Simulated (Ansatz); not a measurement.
# C2H6ClMoNO: the cost of one run

Computed with Ansatz 0.2.0, Gaussian basis. Level: the settings change from run to run.

### 1 The relaxed structure

The geometry comes from an earlier relaxation with PBE0-D4 in a triple-zeta def2 set; it is a stationary point, not always the lowest conformer. Mo takes a core potential in def2 sets; no spin-orbit term is included.

12 atoms, charge 0, spin multiplicity 1.

Atoms are counted from 1 here; the program's logs count them from 0.

Bond lengths: C1–N2 1.417 Å, C1–H7 1.095 Å, C1–H8 1.095 Å, C1–H9 1.096 Å, N2–Mo3 1.717 Å, Mo3–C4 2.102 Å, Mo3–O5 1.674 Å, Mo3–Cl6 2.278 Å, C4–H10 1.094 Å, C4–H11 1.094 Å, C4–H12 1.091 Å. Angles: N2–C1–H7 110.2°, N2–C1–H8 109.5°, N2–C1–H9 111.4°, H7–C1–H8 107.9°, H7–C1–H9 109.1°, H8–C1–H9 108.7°, C1–N2–Mo3 151.7°, N2–Mo3–C4 103.2°, N2–Mo3–O5 107.7°, N2–Mo3–Cl6 111.0°, C4–Mo3–O5 106.8°, C4–Mo3–Cl6 112.3°, O5–Mo3–Cl6 115.0°, Mo3–C4–H10 108.3°, Mo3–C4–H11 108.0°, Mo3–C4–H12 112.4°, H10–C4–H11 109.9°, H10–C4–H12 109.3° and more.

As a file:

```
atom    x (Å)    y (Å)    z (Å)
  C1  -1.3167  -1.8032  -0.1150
  N2  -0.6338  -0.6425   0.3269
 Mo3  -0.2341   1.0215   0.1867
  C4   1.8482   0.9934  -0.1016
  O5  -0.9127   1.5904  -1.2336
 Cl6  -0.8326   2.1642   2.0637
  H7  -2.0520  -2.1160   0.6332
  H8  -0.6003  -2.6211  -0.2442
  H9  -1.8275  -1.6287  -1.0690
 H10   2.1888   2.0225  -0.2519
 H11   2.3087   0.5767   0.7992
 H12   2.1410   0.3876  -0.9602
```

### 2 PBE0/def2-SVPD

Set apart from the defaults: atoms shaken by 0.15 Å, D3(BJ) with three-body dispersion, relativity set to scalar, the search for lower states set to light.

File in.yaml:

```yaml
crystal:
  periodic: [false, false, false]
  atoms:
    - {symbol: C, position_ang: [-1.118133, -1.815469, -0.099073]}
    - {symbol: N, position_ang: [-0.723644, -0.566053, -0.015000]}
    - {symbol: Mo, position_ang: [-0.062782, 0.944041, 0.112089]}
    - {symbol: C, position_ang: [1.564781, 1.021321, -0.139553]}
    - {symbol: O, position_ang: [-1.053547, 1.667550, -1.292920]}
    - {symbol: Cl, position_ang: [-0.730328, 1.966800, 2.095241]}
    - {symbol: H, position_ang: [-2.119302, -2.363376, 0.705500]}
    - {symbol: H, position_ang: [-0.537199, -2.588533, -0.294061]}
    - {symbol: H, position_ang: [-1.895538, -1.612852, -0.886874]}
    - {symbol: H, position_ang: [2.128365, 2.078459, -0.320029]}
    - {symbol: H, position_ang: [2.161912, 0.731798, 0.915625]}
    - {symbol: H, position_ang: [2.039530, 0.558262, -0.899173]}
basis:
  gaussian: {orbitals: def2-SVPD}
hamiltonian: {xc: {name: PBE0}, dispersion: d3bjatm, pseudopotentials: {relativity: scalar}}
scf: {lower_state_search: light}
```

Started as:

```console
$ ansatz run in.yaml --threads 4 --pin off --events-out ev --progress --plain --max-ram 11315MiB
```

What time and memory should one allow on 4 threads of Arm Neoverse V2, shared host?

About 3.8 s, with a peak of 0.49 GiB.
